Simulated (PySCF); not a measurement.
# UTPSSh/def2-TZVPP run of BGeNH5 (SMILES B[N][GeH3])

Aim: the vertical ionisation energy of BGeNH5 at UTPSSh/def2-TZVPP, from 2 runs. Input form: a Python script.

Program for the calculation: PySCF 2.14.0.

### 1 The molecule

The species is BGeNH5 (8 atoms), meant as a doublet with charge 0. SMILES: `B[N][GeH3]`. The coordinates come from a PBE0-D4/def2-TZVP relaxation.

Bond lengths: B1–N2 1.338 Å, N2–Ge3 1.820 Å, B1–H4 1.208 Å, B1–H5 1.208 Å, Ge3–H6 1.535 Å, Ge3–H7 1.534 Å, Ge3–H8 1.536 Å. Angles: B1–N2–Ge3 177.0°, N2–B1–H4 120.1°, N2–B1–H5 120.4°, N2–Ge3–H6 108.1°, N2–Ge3–H7 109.2°, N2–Ge3–H8 106.3°, H4–B1–H5 119.6°, H6–Ge3–H7 111.1°, H6–Ge3–H8 110.9°, H7–Ge3–H8 111.0°.

### 2 A single-point energy at UTPSSh/def2-TZVPP

Input file run.py:

```python
# B[N][GeH3]
from pyscf import gto, dft

mol = gto.M(
    atom='''
B       -0.810700       1.044200      -1.169800
N       -0.148400       0.268000      -0.304200
Ge       0.669800      -0.823400       0.900500
H       -1.752600       0.600200      -1.782900
H       -0.471400       2.189900      -1.345900
H        0.832900      -0.046400       2.213800
H        2.031700      -1.257900       0.343400
H       -0.259000      -2.031700       1.089300
''',
    spin=1,
    max_memory=1860,
    verbose=3,
    basis='def2-tzvpp',
)

myscf = dft.UKS(mol)
myscf.xc = 'tpssh'
myscf.conv_tol = 1e-10
myscf.grids.level = 4
myscf.kernel()
if not myscf.converged:
    myscf = myscf.newton().run(myscf.mo_coeff, myscf.mo_occ)

e_final = myscf.e_tot
print('E = %.10f Eh' % e_final)
```

Launch:

```bash
OMP_NUM_THREADS=1 python run.py
```

Standard output:

```text
converged SCF energy = -2159.58395566125  <S^2> = 0.75762114  2S+1 = 2.0076067
E = -2159.5839556613 Eh
```

It took 3.2 min on 1 thread of Arm Neoverse V1, shared host; peak memory 1.7 GiB.

### 3 The singlet cation, same level

Input file job.py:

```python
from pyscf import gto, dft

mol = gto.M(
    atom='''
B   -0.810700   1.044200  -1.169800
N   -0.148400   0.268000  -0.304200
Ge   0.669800  -0.823400   0.900500
H   -1.752600   0.600200  -1.782900
H   -0.471400   2.189900  -1.345900
H    0.832900  -0.046400   2.213800
H    2.031700  -1.257900   0.343400
H   -0.259000  -2.031700   1.089300
''',
    max_memory=1860,
    charge=1,
    basis='def2-tzvpp',
    verbose=3,
)

calc0 = dft.RKS(mol)
calc0.xc = 'tpssh'
calc0.grids.level = 4
calc0.conv_tol = 1e-10
calc0.kernel()
if not calc0.converged:
    calc0 = calc0.newton().run(calc0.mo_coeff, calc0.mo_occ)

etot = calc0.e_tot
print('E(%s) = %.9f' % ('TPSSH', etot))
```

Launch:

```bash
OMP_NUM_THREADS=1 python job.py
```

Standard output:

```text
converged SCF energy = -2159.23450180583
E(TPSSH) = -2159.234501806
```

Run time: 91 s. Hardware: 1 thread of Arm Neoverse V1, shared host; peak memory 1.7 GiB.

### 4 Results

At UTPSSh/def2-TZVPP:

```
                                          quantity           value
                      doublet BGeNH5: total energy  -2159.58396 Eh
                     doublet BGeNH5: dipole moment          1.59 D
doublet BGeNH5: HOMO energy (highest over α and β)        -6.82 eV
 doublet BGeNH5: LUMO energy (lowest over α and β)        -3.68 eV
                              doublet BGeNH5: ⟨S²⟩           0.758
                      singlet cation: total energy  -2159.23450 Eh
                       singlet cation: HOMO energy       -13.99 eV
                       singlet cation: LUMO energy       -12.03 eV
                     singlet cation: HOMO–LUMO gap         1.96 eV
vertical ionisation energy (to the singlet cation)        9.509 eV
```

**Reading.** The vertical ionisation energy comes to 9.51 eV (219 kcal/mol). Only the singlet of the ionised species was computed; a triplet could lie lower.
